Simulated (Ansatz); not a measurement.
**AsH₃ (singlet): wave-function methods side by side at scale of all distances = 1.307, 6-31G**

Aim: climb from Hartree-Fock through coupled cluster and multireference methods for AsH₃ (singlet) at one geometry and basis, and see what each rung misses.

Program: Ansatz 0.2.0, Gaussian basis. Level of theory: 6-31G, core rule «outside noble gas», up to 14 orbitals frozen. These are calculated values, not measurements.

The runs, in order: UHF; CCSD(T) on RHF; CCSD(T) on UHF; BCCD(T) on RHF; CISD; CCSDT(Q) on RHF; CCSDT(Q) on UHF; CCSDTQ on RHF; CASSCF and MRCISD+Q, 2 electrons in 2 orbitals; CASSCF and NEVPT2, 2 electrons in 2 orbitals; CASSCF and MRCISD+Q, 8 electrons in 7 orbitals; CASSCF and NEVPT2, 8 electrons in 7 orbitals; Full CI.

14 further runs of the same task are left out: 14 that didn't finish.

## Step 1: The system

The geometry derives from a PBE0/def2-TZVP stationary point (not a proven minimum). All distances are scaled together. No spin-orbit coupling is included. The filled d shell of As may be among the frozen orbitals whatever the setting's name suggests; the logs give the count.

4 atoms, charge 0, spin multiplicity 1.

Atoms are counted from 1 here; the program's logs count them from 0.

No contacts short enough for the rule that draws bonds.

## Step 2: UHF

in.yaml

```yaml
crystal:
  periodic: [false, false, false]
  atoms:
    - {symbol: As, position_ang: [0.000236, 0.000023, -0.042968]}
    - {symbol: H, position_ang: [1.645901, 0.018291, 1.073704]}
    - {symbol: H, position_ang: [-0.848053, 1.420476, 1.060763]}
    - {symbol: H, position_ang: [-0.815379, -1.440472, 1.059415]}
basis:
  gaussian: {orbitals: 6-31G}
magnetization: {spin_polarized: true, initial_magnetization: 0}
hamiltonian: {xc: hf}
output: {orbitals: {seedname: orbitals}}
```

Started as:

```bash
ansatz run in.yaml --threads 1 --pin off --events-out ev --progress --plain --max-ram 2393MiB
```

After this run come: CCSD(T) on RHF; CCSD(T) on UHF; BCCD(T) on RHF; CISD; CCSDT(Q) on RHF; CCSDT(Q) on UHF; CCSDTQ on RHF; CASSCF and MRCISD+Q, 2 electrons in 2 orbitals; CASSCF and NEVPT2, 2 electrons in 2 orbitals; CASSCF and MRCISD+Q, 8 electrons in 7 orbitals; CASSCF and NEVPT2, 8 electrons in 7 orbitals; Full CI.

Q: Predict the results of all the runs planned. Wanted: FCI below the RHF energy; RMP2 from FCI; UMP2 from FCI; RCCSD from FCI; RCCSD(T) from FCI; UCCSD(T) from FCI; RCCSDT(Q) from FCI; UCCSDT(Q) from FCI; NEVPT2 pair from FCI.

The runs gave:

| quantity | value |
| --- | --- |
| FCI below the RHF energy | -3.4936 eV |
| RMP2 from FCI | +27.05 kcal/mol |
| UMP2 from FCI | +37.60 kcal/mol |
| RCCSD from FCI | +1.56 kcal/mol |
| RCCSD(T) from FCI | +0.26 kcal/mol |
| UCCSD(T) from FCI | +0.84 kcal/mol |
| RCCSDT(Q) from FCI | -0.02 kcal/mol |
| UCCSDT(Q) from FCI | -0.05 kcal/mol |
| NEVPT2 pair from FCI | +19.74 kcal/mol |
| MRCISD+Q pair from FCI | -1.55 kcal/mol |
| NEVPT2 valence from FCI | +3.56 kcal/mol |
| levels within 1 kcal/mol (43 meV) | RCCSD(T), UCCSD(T), BCCD(T), RCCSDT, UCCSDT, RCCSDT(Q), UCCSDT(Q), RCCSDTQ, MRCISD valence, MRCISD+Q valence |
| T1 diagnostic | 0.019 |
| effectively unpaired electrons | 0.24 |

**Reading.** RCCSD(T) lands +0.26 kcal/mol from the yardstick (0.3 % of the correlation energy). CCSD(T) misses by +0.26 kcal/mol on the restricted determinant and by +0.84 kcal/mol on the unrestricted one; the two need not hold the same state or core. UCCSDT(Q), MRCISD+Q pair fall below full CI: unrestricted runs freeze a spin-polarised core, another one than full CI's, and coupled cluster isn't variational. The occupations show some static correlation. Of the multireference levels listed MRCISD+Q valence comes nearest in total energy (+0.13 kcal/mol), which doesn't show that its space is the better one. These misses are within one basis, not against nature.
